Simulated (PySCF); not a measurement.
# Sn(2+): excitation energy in aug-cc-pVQZ-PP plus 1 even-tempered diffuse shell per l with ECP28

Wanted: the excitation energy of tin, up a ladder of methods.

The numbers are computed with PySCF 2.14.0 (unrestricted determinants in a Gaussian basis, no spin-orbit coupling in the energies), except any that are marked as measured or tabulated.

### Step 1. Starting point

| Item | Value |
| --- | --- |
| Element | tin (Z = 50) |
| Basis | aug-cc-pVQZ-PP with one added diffuse shell each of s, p, d, f, g type with ECP28MDF (8s8p6d4f3g, 117 functions) |
| Hamiltonian | scalar relativity through the core potential |
| State 1 | Sn(2+): [Kr] 4d10 5s1 5d1, high-spin 3D determinant (an excited configuration) |
| Needed too, but not shown | Sn(2+) [Kr] 4d10 5s2 (1S) |
| Methods | UHF, LDA, PBE, PBE0, r2SCAN, CAM-B3LYP, wB97M-V, M06, MP2 |
| Core shells frozen in the correlated runs | valence: 4s2 4p6 4d10 (for Sn(2+)) |

The outer shells:

Sn2+ [Kr] 4d10 5s1 5d1
```
[Kr] core
4d [↑↓][↑↓][↑↓][↑↓][↑↓]
5s [↑ ]
5d [↑ ][  ][  ][  ][  ]
```

The runs were made by one driver on top of PySCF. The scripts below sum up each run's settings (the driver also hands on starting orbitals that pick excited configurations, and frozen orbitals as a list rather than a count), and the logs come from the driver's own runs. The driver starts from symmetry-adapted Hartree-Fock orbitals, holds the occupation by maximum overlap and uses a logarithmic radial grid for functionals, so a plain start would take other cycles.

The integrals over 117 functions and the set-up took 4 s of CPU time.

### Step 2. Sn(2+) [Kr] 4d10 5s1 5d1: the ladder of methods

**UHF**

Contents of input.py:

```python
from pyscf import gto, scf, dft, mp, cc
import basis_set_exchange as bse
txt = bse.get_basis("aug-cc-pVQZ-PP", elements=["Sn"], fmt="nwchem", header=False, augment_diffuse=1)
cut = txt.index("\nECP")
mol = gto.M(atom="Sn 0 0 0", charge=2, spin=2, symmetry="D2h",
            basis=gto.basis.parse(txt[:cut]),
            ecp={"Sn": gto.basis.parse_ecp(txt[cut:])})
mf = scf.UHF(mol)
mf.irrep_nelec = {'Ag': (4, 3), 'B1g': (2, 1), 'B2g': (1, 1), 'B3g': (1, 1), 'B1u': (1, 1), 'B2u': (1, 1), 'B3u': (1, 1)}
mf.kernel()
```

**LDA**

input.py, as changed from the run before:

```diff
@@ -7,3 +7,3 @@
             ecp={"Sn": gto.basis.parse_ecp(txt[cut:])})
-mf = scf.UHF(mol)
+mf = dft.UKS(mol, xc="LDA,VWN")
 mf.irrep_nelec = {'Ag': (4, 3), 'B1g': (2, 1), 'B2g': (1, 1), 'B3g': (1, 1), 'B1u': (1, 1), 'B2u': (1, 1), 'B3u': (1, 1)}
```

**PBE**

input.py, as changed from the run before:

```diff
@@ -7,3 +7,3 @@
             ecp={"Sn": gto.basis.parse_ecp(txt[cut:])})
-mf = dft.UKS(mol, xc="LDA,VWN")
+mf = dft.UKS(mol, xc="PBE")
 mf.irrep_nelec = {'Ag': (4, 3), 'B1g': (2, 1), 'B2g': (1, 1), 'B3g': (1, 1), 'B1u': (1, 1), 'B2u': (1, 1), 'B3u': (1, 1)}
```

**PBE0**

input.py, as changed from the run before:

```diff
@@ -7,3 +7,3 @@
             ecp={"Sn": gto.basis.parse_ecp(txt[cut:])})
-mf = dft.UKS(mol, xc="PBE")
+mf = dft.UKS(mol, xc="PBE0")
 mf.irrep_nelec = {'Ag': (4, 3), 'B1g': (2, 1), 'B2g': (1, 1), 'B3g': (1, 1), 'B1u': (1, 1), 'B2u': (1, 1), 'B3u': (1, 1)}
```

**r2SCAN**

input.py, as changed from the run before:

```diff
@@ -7,3 +7,3 @@
             ecp={"Sn": gto.basis.parse_ecp(txt[cut:])})
-mf = dft.UKS(mol, xc="PBE0")
+mf = dft.UKS(mol, xc="R2SCAN")
 mf.irrep_nelec = {'Ag': (4, 3), 'B1g': (2, 1), 'B2g': (1, 1), 'B3g': (1, 1), 'B1u': (1, 1), 'B2u': (1, 1), 'B3u': (1, 1)}
```

**CAM-B3LYP**

input.py, as changed from the run before:

```diff
@@ -7,3 +7,3 @@
             ecp={"Sn": gto.basis.parse_ecp(txt[cut:])})
-mf = dft.UKS(mol, xc="R2SCAN")
+mf = dft.UKS(mol, xc="CAMB3LYP")
 mf.irrep_nelec = {'Ag': (4, 3), 'B1g': (2, 1), 'B2g': (1, 1), 'B3g': (1, 1), 'B1u': (1, 1), 'B2u': (1, 1), 'B3u': (1, 1)}
```

**wB97M-V**

input.py, as changed from the run before:

```diff
@@ -7,3 +7,3 @@
             ecp={"Sn": gto.basis.parse_ecp(txt[cut:])})
-mf = dft.UKS(mol, xc="CAMB3LYP")
+mf = dft.UKS(mol, xc="WB97M_V")
 mf.irrep_nelec = {'Ag': (4, 3), 'B1g': (2, 1), 'B2g': (1, 1), 'B3g': (1, 1), 'B1u': (1, 1), 'B2u': (1, 1), 'B3u': (1, 1)}
```

**M06**

input.py, as changed from the run before:

```diff
@@ -7,3 +7,3 @@
             ecp={"Sn": gto.basis.parse_ecp(txt[cut:])})
-mf = dft.UKS(mol, xc="WB97M_V")
+mf = dft.UKS(mol, xc="M06")
 mf.irrep_nelec = {'Ag': (4, 3), 'B1g': (2, 1), 'B2g': (1, 1), 'B3g': (1, 1), 'B1u': (1, 1), 'B2u': (1, 1), 'B3u': (1, 1)}
```

**MP2 (valence)**

input.py, as changed from the run before:

```diff
@@ -7,4 +7,5 @@
             ecp={"Sn": gto.basis.parse_ecp(txt[cut:])})
-mf = dft.UKS(mol, xc="M06")
+mf = scf.UHF(mol)
 mf.irrep_nelec = {'Ag': (4, 3), 'B1g': (2, 1), 'B2g': (1, 1), 'B3g': (1, 1), 'B1u': (1, 1), 'B2u': (1, 1), 'B3u': (1, 1)}
 mf.kernel()
+mp.UMP2(mf, frozen=9).kernel()
```

What does the calculation give?

As calculated:

```
                                     quantity                                value
excitation energy, Sn(2+) → [Kr] 4d10 5s1 5d1  UHF 16.016, MP2 (valence) 16.580 eV
```

The methods span 1.549 eV, from UHF (16.016) to LDA (17.566). No reference value is at hand in this session. The basis is finite, and no extrapolation was made.
